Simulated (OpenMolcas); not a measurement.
# Tc⁵⁺ among point charges: CASSCF and CASPT2 levels and susceptibility

Aim: the splitting of the states of Tc⁵⁺ in the field of 6 point charges, its lowest levels with spin-orbit coupling and its magnetic susceptibility.

Method: state-averaged CASSCF and CASPT2, spin-orbit coupling by RASSI with atomic mean-field integrals. Code: OpenMolcas 26.06.

## 1. Starting point

```
Species                           : Tc⁵⁺ (technetium, Z = 43, 38 electrons)
Basis                             : ANO-RCC-VTZP [7s6p4d2f1g], 68 functions
Scalar Hamiltonian                : DKH2, point nucleus
Inactive shells                   : 1s 2s 2p 3s 3p 3d 4s 4p
Active space                      : 2 electrons in 5 orbitals (4d)
Some configurations of this space : 4d2
Orbitals                          : optimised for each spin and parity, averaged over all roots
```

Outer shells as boxes (Hund's rule):

4d2
```
4d [↑ ][↑ ][  ][  ][  ]
```

The ion sits among 6 point charges of -1.7 e arranged as a trigonal antiprism (D3d), 2.14 Å from the ion, with a polar angle of 59.1° against the regular 54.74°.

Each step is its own input file, run in one work folder so that later steps find the files of earlier ones. Labels, J, g values, rates, χT and fits are worked out afterwards by a script from the matrices that RASSI stores. The input lists half of the charges; inversion (Group=XYZ) makes the rest.

## 2. GATEWAY and SEWARD: basis and integrals

File a.inp:

```
&GATEWAY
Coord
1

Tc 0.0 0.0 0.0
Basis=ANO-RCC-VTZP
Group=XYZ
NoMove
AngMom=0.0 0.0 0.0
AMFI
XField
3 Angstrom 0
0.000000 1.836536 1.098515 -1.700000
1.590487 -0.918268 1.098515 -1.700000
1.590487 0.918268 -1.098515 -1.700000
&SEWARD
```

Run with:

```console
$ OMP_NUM_THREADS=1 MOLCAS_MEM=1689 MOLCAS_PROJECT=a pymolcas a.inp > a.log
```

## 3. CASSCF: triplets of even parity, 10 roots

File a.inp:

```
&RASSCF
FileOrb=start.orb
Symmetry=1
Spin=3
nActEl=2 0 0
Inactive=9 9
Ras2=5 0
CIRoot=10 10 1
SDav=10
CIMx=300
Iter=120 100
PrWF=0.3
OrbListing=Nothing
MaxOrb=0
>>> COPY $Project.JobIph JOB001
```

start.orb holds the contracted functions of the basis, ordered by shell, or the orbitals of the step before.

## 4. Reference wave functions, singlets of even parity, 15 roots

File a.inp:

```
&RASSCF
FileOrb=start.orb
Symmetry=1
Spin=1
nActEl=2 0 0
Inactive=9 9
Ras2=5 0
CIRoot=15 15 1
SDav=15
CIMx=300
Iter=120 100
PrWF=0.3
OrbListing=Nothing
MaxOrb=0
>>> COPY $Project.JobIph JOB002
```

## 5. State interaction with spin-orbit coupling

File a.inp:

```
&RASSI
NrOfJobIphs=2 10 15
1 2 3 4 5 6 7 8 9 10
1 2 3 4 5 6 7 8 9 10 11 12 13 14 15
IphNames
JOB001
JOB002
EJob
SpinOrbit
DIPRint=1.0
SOCoupling=1000.0
Subsets=2
Property=9
'ANGMOM' 1 'ANGMOM' 2 'ANGMOM' 3 'MLTPL  1' 1 'MLTPL  1' 2 'MLTPL  1' 3
'AMFI' 1 'AMFI' 2 'AMFI' 3
SOProperty=3
'ANGMOM' 1 'ANGMOM' 2 'ANGMOM' 3
```

## 6. CASPT2: IPEA 0.25, imaginary shift 0.1 (closed shells correlated: 4s 4p)

File a.inp:

```
>>> COPY JOB001 $Project.JobIph
&CASPT2
Multistate=10 1 2 3 4 5 6 7 8 9 10
NoMult
Frozen=8 6
IPEA=0.25
Imaginary=0.1
MaxIter=60
WThr=0.0 0.3 0.05
PrWF=0.5
NoMix
>>> COPY JOB002 $Project.JobIph
&CASPT2
Multistate=15 1 2 3 4 5 6 7 8 9 10 11 12 13 14 15
NoMult
Frozen=8 6
IPEA=0.25
Imaginary=0.1
MaxIter=60
WThr=0.0 0.3 0.05
PrWF=0.5
NoMix
```

(Steps that only read results are left out.)

Q: Predict the outcome of this session. Wanted: spin-free ground state; first state of the same spin within the active space; lowest level; next level.

**Answer**, as computed:

```
                                            quantity                                                                        value
                                              method  SS-CASPT2, IPEA 0.25, imaginary shift 0.1 (closed shells correlated: 4s 4p)
                              spin-free ground state                                               3E, 2-fold in its orbital part
first state of the same spin within the active space                                                              3A2 at 423 cm⁻¹
                                        lowest level                                               2-fold E, g = 0.00, 0.00, 0.37
                                          next level                                                                   182.2 cm⁻¹
                                         χT at 300 K                                                               0.16 cm³ K/mol
                           effective moment at 300 K                                                                      1.14 μB
```

Cost by method:

```csv
method,time of its own steps,time with the reference
A. CASSCF,4.5 s,4.5 s
"B. SS-CASPT2, IPEA 0.25, imaginary shift 0.1, +4s 4p",2.5 s,7 s
```

Times are of one thread on a shared host.

In words: The spin-free ground state (3E) comes to 97 % from free-ion F terms and keeps the highest spin of the shell. χT at 300 K is 0.16, against 1.00 cm³ K/mol for the spin alone, so spin-orbit coupling lowers it. CASPT2 does not keep the components of a term degenerate, and the means are used. The field of point charges can differ much from that of real complexes. This is an electrostatic model: the charges have no orbitals.
